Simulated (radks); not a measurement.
# Valence configurations of Os⁺

One table from this session's results is given with a row withheld; the runs are named, their logs left out.

Program: radks (a radial shooting solver on a logarithmic mesh, Libxc functionals) version 1. Level of theory: Dirac Kohn-Sham, PBEsol, spin-unpolarised, spherical densities, finite nucleus; open shells are shared between the two j in proportion to 2j + 1. These are calculated values, not measurements, unless marked.

## The system

```
element            : osmium (Z = 76)
charge             : +1
electrons          : 75
configuration      : [Xe] 4f14 5d6 6s1
nuclear rms radius : 5.4126 fm
others tried       : 4f14 5d5 6s1 6p1; 4f14 5d5.5 6s1.5; 4f13 5d6 6s2; 4f13.5 5d6.5 6s1; 4f13.5 5d6 6s1.5; 4f14 5d6 6p1; 4f14 5d5 6s2; 4f13 5d7 6s1; 4f13 5d8
```

The outer shells:

Os⁺
```
[Xe] core
4f [↑↓][↑↓][↑↓][↑↓][↑↓][↑↓][↑↓]
5d [↑↓][↑ ][↑ ][↑ ][↑ ]
6s [↑ ]
```

The first run:

Settings of this run:

```text
Z 76
configuration [Xe] 4f14 5d6 6s1
relativity Dirac
functional pbe_sol,pbe_sol
spin unpolarised
j_filling average
nucleus finite rms 5.4126 fm
c 137.035999084
```

Among the steps run: [Xe] 4f14 5d6 6s1.

One of the session's tables, all rows but one given; the rest of the session is left out.

It belongs to the step «[Xe] 4f14 5d6 6s1». From the orbitals of this run (lengths in bohr):

```
level     <r>  outermost maximum (interpolated)  90 % within  nodes
5s1/2       ?                                 ?            ?      ?
5p1/2   1.100                             0.974         1.60      3
4f5/2  0.5526                             0.403        0.902      0
4f7/2  0.5608                             0.408        0.916      0
5p3/2   1.201                              1.06         1.75      3
5d3/2   1.716                              1.33         2.68      2
5d5/2   1.783                              1.37         2.79      2
6s1/2   2.768                              2.40         4.04      5
```

Estimate the missing values for 5s1/2.

As computed: <r>: 1.007; outermost maximum (interpolated): 0.914; 90 % within: 1.44; nodes: 4. In the column «<r>» it lies between 4f7/2 (0.5608) and 5p1/2 (1.100).
